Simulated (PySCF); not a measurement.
# C6H5Cl (Chlorobenzene): the cost of one run

Computed with PySCF 2.14.0 and routines of our own; the level stands in each step. Atoms count from 0.

## 1. The starting structure

12 atoms, charge 0, multiplicity 1; geometry from: GFN2-xTB.

## 2. Geometry optimisation at BHandHLYP/6-31+G*

Job settings and geometry (Å):

```
{"job": {"xc": "BHandHLYP", "basis": "6-31+G*", "grid": 1, "kind": "geom"}, "charge": 0, "multiplicity": 1}
Cl     3.042687     0.218554    -0.005508
C      1.316441     0.094595    -0.004410
C      0.549692     1.248321     0.010284
C     -0.830312     1.141913     0.011278
C     -1.435959    -0.103330    -0.000586
C     -0.657981    -1.248812    -0.015506
C      0.723057    -1.157157    -0.017145
H      1.028559     2.214907     0.021523
H     -1.432451     2.037986     0.022778
H     -2.512696    -0.180709     0.003034
H     -1.125473    -2.221816    -0.024227
H      1.335634    -2.045137    -0.027543
```

Launch:

```bash
$ OMP_NUM_THREADS=1 python excited_run.py task.json out
```

The driver reads the jobs from task.json and runs them one after another.

**Question.** How long does this first job take on 1 thread of Arm Neoverse V1, shared host, and how much memory does it need?

About 34 s, with a peak of 0.61 GiB.
